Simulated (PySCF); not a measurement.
# C2HBrO (Bromoketene): the cost of one run

Programs: PySCF 2.14.0, with density-fitted response routines of our own. Each step states its level of theory. These are calculated values for one molecule, in the gas phase or a continuum, unless marked as measured. Atoms count from 0, in the outputs and in this text.

## Step 1: Starting geometry

5 atoms, charge 0, multiplicity 1; geometry from: GFN2-xTB. The atoms were then displaced at random by about 0.01 Å, so the start is not that level's minimum.

Bonds of the start (Å): O0–C1 1.19, C1–C2 1.31, C2–Br3 1.87, C2–H4 1.06.

## Step 2: Geometry optimisation at PBE0-D3(BJ)/def2-SVP

The job: settings as JSON, then the geometry in Å.

```
{"job": {"xc": "PBE0", "basis": "def2-SVP", "d3": "d3bj", "grid": 1, "shake": 0.01, "kind": "geom"}, "charge": 0, "multiplicity": 1}
O      1.989360    -0.471670     0.001600
C      0.860740    -0.095910    -0.004460
C     -0.393020     0.283060    -0.012800
Br    -1.706730    -1.044360    -0.014310
H     -0.716780     1.294900    -0.007930
```

Command:

```sh
> OMP_NUM_THREADS=1 python probes_run.py task.json out
```

One launch serves the whole session: the jobs run in the order shown.

Q: Estimate the wall time and peak memory of this first job on 1 thread of AMD EPYC 9R45, shared host.

About 6.1 s, with a peak of 0.34 GiB.
